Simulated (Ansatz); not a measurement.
# C₄H₁₀Ge: how energies converge with the basis set

One table from this session's results is given with a row withheld; the runs are named, their logs left out.

The runs use Ansatz 0.2.0, Gaussian basis; one geometry, several basis sets.

The runs, in order: PBE0-D4/def2-SVP; ωB97M-V/def2-SVP; PBE0-D4/def2-QZVPP; ωB97M-V/def2-QZVPP; the functionals' def2-TZVPP values are taken from earlier runs.

**Structure used throughout**

The geometry comes from an earlier relaxation with PBE0-D4 in a triple-zeta def2 set; it is a stationary point, not always the lowest conformer.

SMILES `C[CH2][Ge][CH2]C`, 15 atoms, charge 0, spin multiplicity 1.

Atoms are counted from 1 here; the program's logs count them from 0.

Bond lengths: C1–C2 1.531 Å, C1–H6 1.096 Å, C1–H7 1.094 Å, C1–H8 1.094 Å, C2–Ge3 2.002 Å, C2–H9 1.093 Å, C2–H10 1.094 Å, Ge3–C4 2.005 Å, C4–C5 1.520 Å, C4–H11 1.096 Å, C4–H12 1.103 Å, C5–H13 1.094 Å, C5–H14 1.095 Å, C5–H15 1.092 Å. Angles: C2–C1–H6 112.0°, C2–C1–H7 111.7°, C2–C1–H8 111.8°, H6–C1–H7 106.6°, H6–C1–H8 107.2°, H7–C1–H8 107.2°, C1–C2–Ge3 106.9°, C1–C2–H9 110.1°, C1–C2–H10 110.5°, Ge3–C2–H9 109.4°, Ge3–C2–H10 112.2°, H9–C2–H10 107.8°, C2–Ge3–C4 99.0°, Ge3–C4–C5 120.8°, Ge3–C4–H11 106.5°, Ge3–C4–H12 102.2°, C5–C4–H11 111.2°, C5–C4–H12 110.6° and more.

Set-up of the first run:

Input file in.yaml:

```yaml
crystal:
  periodic: [false, false, false]
  atoms:
    - {symbol: C, position_ang: [-0.499015, 0.560369, 1.818744]}
    - {symbol: C, position_ang: [0.900497, 0.405882, 1.216972]}
    - {symbol: Ge, position_ang: [1.020057, -1.455654, 0.490392]}
    - {symbol: C, position_ang: [-0.062886, -1.211759, -1.179432]}
    - {symbol: C, position_ang: [-0.160890, 0.147823, -1.852043]}
    - {symbol: H, position_ang: [-0.714667, -0.216437, 2.560898]}
    - {symbol: H, position_ang: [-0.615525, 1.521220, 2.328352]}
    - {symbol: H, position_ang: [-1.278768, 0.502521, 1.053975]}
    - {symbol: H, position_ang: [1.658662, 0.541912, 1.991992]}
    - {symbol: H, position_ang: [1.070463, 1.162257, 0.445669]}
    - {symbol: H, position_ang: [0.276057, -1.978483, -1.884709]}
    - {symbol: H, position_ang: [-1.060432, -1.560293, -0.863475]}
    - {symbol: H, position_ang: [0.820504, 0.510381, -2.170462]}
    - {symbol: H, position_ang: [-0.795488, 0.116159, -2.743409]}
    - {symbol: H, position_ang: [-0.580571, 0.903404, -1.184163]}
basis:
  gaussian: {orbitals: def2-SVP}
hamiltonian: {xc: pbe0, dispersion: d4}
output: {orbitals: {seedname: orbitals}}
```

The run is started by

```sh
ansatz run in.yaml --threads 2 --pin off --events-out ev --progress --plain --max-ram 32768MiB --backend cpu
```

Among the steps run: PBE0-D4 in def2-SVP; ωB97M-V in def2-SVP; PBE0-D4 in def2-QZVPP; ωB97M-V in def2-QZVPP.

One of the session's tables, all rows but one given; the rest of the session is left out.

It belongs to the step «Functionals by basis». 

| functional | basis | HOMO (eV) | LUMO (eV) |
| --- | --- | --- | --- |
| PBE0-D4 | def2-SVP | -5.81 | -2.07 |
| PBE0-D4 | def2-TZVPP | ? | ? |
| PBE0-D4 | def2-QZVPP | -5.87 | -2.15 |
| ωB97M-V | def2-SVP | -7.92 | -0.13 |
| ωB97M-V | def2-TZVPP | -7.95 | -0.17 |
| ωB97M-V | def2-QZVPP | -7.98 | -0.30 |

Estimate the missing values for PBE0-D4, def2-TZVPP.

The run gave: HOMO (eV): -5.83; LUMO (eV): -2.09. In the column «HOMO (eV)» it lies between PBE0-D4, def2-QZVPP (-5.87) and PBE0-D4, def2-SVP (-5.81).
